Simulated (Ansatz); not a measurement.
# CH3CuO, SMILES C[O][Cu]: a short molecular-dynamics run

Program: the Python package of Ansatz (0.2.0).

`ch3cuo.xyz`
```text
6

C     0.54140   -0.20260   -0.00640
O    -0.17840    0.94420   -0.54490
Cu   -2.40700    0.52750    0.16380
H     0.13270   -1.07670   -0.44350
H     1.57100   -0.10670   -0.29960
H     0.38240   -0.14970    1.08430
```

Interactive session:
```pycon
>>> import ansatz as az
>>> import numpy as np
>>> SETTINGS = {
...     "basis": "def2-SVP",
...     "xc": "PBE0",
...     "n_steps": 20,
...     "temperature_k": 500,
... }
>>> mol = az.Crystal.molecule_from_extxyz("ch3cuo.xyz")
>>> job = mol.calculation()
>>> job = job.basis(gaussian=SETTINGS["basis"])
>>> job = job.functional(SETTINGS["xc"])
>>> job = job.md("nvt_nose_hoover", timestep=0.25, steps=SETTINGS["n_steps"], temperature=SETTINGS["temperature_k"], initial_velocities="maxwell_boltzmann", seed=35, thermostat_time=20)
>>> frames = []
>>> job.session().plan().execute(on_event=lambda e: frames.append(e["data"]) if e["event"] == "md_step" else None)
<ansatz.RunOutcome object at 0x...>
>>> print("t (fs)   E_pot (eV)      E_kin (eV)   T (K)   d(0-1) (A)")
t (fs)   E_pot (eV)      E_kin (eV)   T (K)   d(0-1) (A)
>>> for f in frames[::2]:
...     xyz = np.array(f["positions_ang"])
...     print(f"{f['time_fs']:6.2f} {f['lagrangian_ev']:14.5f} {f['e_kin_ev']:10.5f} {f['temperature_k']:8.1f} {np.linalg.norm(xyz[0] - xyz[1]):9.4f}")
...
  0.00   -47752.02661    0.25852    500.0    1.4571
  0.50   -47752.04770    0.27961    540.8    1.4542
  1.00   -47752.07002    0.30193    584.0    1.4504
  1.50   -47752.09513    0.32697    632.4    1.4457
  2.00   -47752.12478    0.35640    689.3    1.4402
  2.50   -47752.15901    0.39015    754.6    1.4338
  3.00   -47752.19435    0.42466    821.3    1.4267
  3.50   -47752.22431    0.45336    876.8    1.4191
  4.00   -47752.24216    0.46951    908.1    1.4109
  4.50   -47752.24428    0.46950    908.1    1.4025
  5.00   -47752.23183    0.45454    879.1    1.3938
>>> kept = np.array([f["conserved_ev"] for f in frames])
>>> print(f"conserved energy moves by at most {1000 * np.ptp(kept):.3f} meV")
conserved energy moves by at most 0.331 meV
>>> symbols = [site.symbol for site in mol.cartesian_sites]
>>> with open("last_frame.xyz", "w") as handle:
...     handle.write(f"{len(symbols)}\nt = {frames[-1]['time_fs']} fs\n")
...     handle.writelines("{:2s} {:10.5f} {:10.5f} {:10.5f}\n".format(s, *xyz) for s, xyz in zip(symbols, frames[-1]["positions_ang"]))
...
13
```

`last_frame.xyz`, as written:
```text
6
t = 5.0 fs
C     0.52280   -0.15031   -0.00205
O    -0.19782    0.91740   -0.53448
Cu   -2.40208    0.53064    0.16143
H     0.23268   -1.20312   -0.45456
H     1.60475   -0.13401   -0.37240
H     0.46855   -0.39129    1.10020
```

Caveats:
- The settings weren't tested for convergence.
- The trajectory is only some femtoseconds long, so its temperature is not equilibrated; where the script doesn't relax first, it starts from a rough generated geometry.
- The temperature counts the internal degrees of freedom alone.
- Finished in 73 s on 1 thread of Intel(R) Xeon(R) Platinum 8375C CPU @ 2.90GHz (Ice Lake), with other jobs on the host, peak memory 0.23 GiB.

(Lines on the test bed's own set-up are left out of the output.)
